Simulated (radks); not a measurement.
# Excited configurations of Ne⁺

An exercise on one series of results from a longer session: the logs are not shown, and one member is left open.

Method: scalar-relativistic Kohn-Sham, r2SCAN, spin-polarised, spherical densities, finite nucleus; open shells are filled with parallel spins first. Code: radks (a radial shooting solver on a logarithmic mesh, Libxc functionals) version 1.

2 further runs of the same task are left out: 2 that didn't finish.

## Starting point

* element: neon (Z = 10)
* charge: +1
* electrons: 9
* configuration: [He] 2s2 2p5
* nuclear rms radius: 3.0055 fm

The outer shells:

Ne⁺
```
[He] core
2s [↑↓]
2p [↑↓][↑↓][↑ ]
```

Set-up of the first run:

Input:

```text
Z 10
configuration [He] 2s2 2p5
relativity scalar-relativistic
functional r2scan,r2scan
spin polarised
nucleus finite rms 3.0055 fm
c 137.035999084
```

Steps of the session up to this table: Ground configuration: [He] 2s2 2p5.

One of the session's tables, all rows but one given; the rest of the session is left out.

It belongs to the step «Ground configuration: [He] 2s2 2p5». From the orbitals of this run (lengths in bohr):

| level | <r> | outermost maximum (interpolated) | 90 % within |
| --- | --- | --- | --- |
| 1s up | 0.1579 | 0.103 | 0.282 |
| 1s down | ? | ? | ? |
| 2s up | 0.8571 | 0.669 | 1.37 |
| 2s down | 0.8674 | 0.674 | 1.39 |
| 2p up | 0.8699 | 0.602 | 1.49 |
| 2p down | 0.8929 | 0.612 | 1.53 |

Q: Estimate the row for 1s down from the others.

**Answer.** <r>: 0.1577; outermost maximum (interpolated): 0.103; 90 % within: 0.282. In the column «<r>» it is the lowest.

Limits of these values: Open shells are spherical and high-spin; term and fine-structure splittings are not resolved.
